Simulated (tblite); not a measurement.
# Ga16H15N17: the cost of one run

Computed with tblite 0.8.0 and PySCF 2.14.0 and routines of our own; the level stands in each step. Atoms count from 0.

## Step 1: The starting structure

48 atoms, charge 0, multiplicity 1; geometry from: force field, distance geometry or constructed start.

## Step 2: Geometry optimisation with GFN2-xTB

Job settings and geometry (Å):

```
{"job": {"kind": "relax", "xc": "GFN2-xTB", "basis": "xTB"}, "charge": 0, "multiplicity": 1}
N      0.004900    -0.078900    -0.001600
Ga    -1.605300     0.850500    -0.006900
N     -3.199100    -0.079400     0.001000
Ga    -3.205000    -1.922700    -0.006200
N     -1.603100    -2.853300     0.003400
Ga    -0.003300    -1.927600    -0.002600
N      4.806500     2.699600    -0.003300
Ga     3.207700     3.625600     0.001500
N      1.604800     2.695800    -0.000400
Ga     1.599300     0.847100     0.001600
N      3.202200    -0.078300    -0.002100
Ga     4.803900     0.845900    -0.000000
N     -4.809800    -2.851400     0.005000
Ga    -4.804200    -4.702700    -0.002700
N     -3.206500    -5.622000     0.000200
Ga    -1.604000    -4.701500     0.006300
N      1.602500    -2.850200     0.000900
Ga     3.203200    -1.930500    -0.001000
N      3.203700     5.474700     0.002500
Ga     1.604900     6.398800     0.002700
N     -0.002300     5.476700     0.001500
Ga    -0.000900     3.624400    -0.000200
N      4.809800    -2.847500     0.006600
Ga     1.597900    -4.706400    -0.001500
N      3.204800    -5.624500     0.000900
Ga     4.800300    -4.703000     0.002500
N     -1.601400     2.700200    -0.000700
Ga    -1.602700     6.398500     0.001200
N     -3.203700     5.473300    -0.002000
Ga    -3.203200     3.623300     0.003400
N      0.003600    -5.626500    -0.001100
N     -4.808300     2.699200     0.000200
Ga    -4.807400     0.848000    -0.001900
H      5.709200     3.216600     0.003700
H      6.150000     0.074700    -0.003300
H     -5.706600    -2.329900    -0.002900
H     -6.149600    -5.477000    -0.004100
H     -3.203400    -6.664600    -0.002600
H      4.106100     5.989000    -0.000100
H      1.597300     7.951300     0.001200
H      5.707000    -2.334400     0.003800
H      3.210200    -6.672700     0.003700
H      6.153700    -5.476100    -0.003600
H     -1.599500     7.947400    -0.001800
H     -4.108700     5.994600     0.002400
H     -0.001900    -6.665500    -0.003400
H     -5.704700     3.218000    -0.000600
H     -6.149100     0.075500     0.002300
```

Run with:

```
$ OMP_NUM_THREADS=4 python large_run.py task.json out
```

One launch serves the whole session: the jobs run in the order shown.

**Question.** How long does this first job take on 4 threads of Arm Neoverse N1, shared host, and how much memory does it need?

About 3.6 s, with a peak of 0.16 GiB.
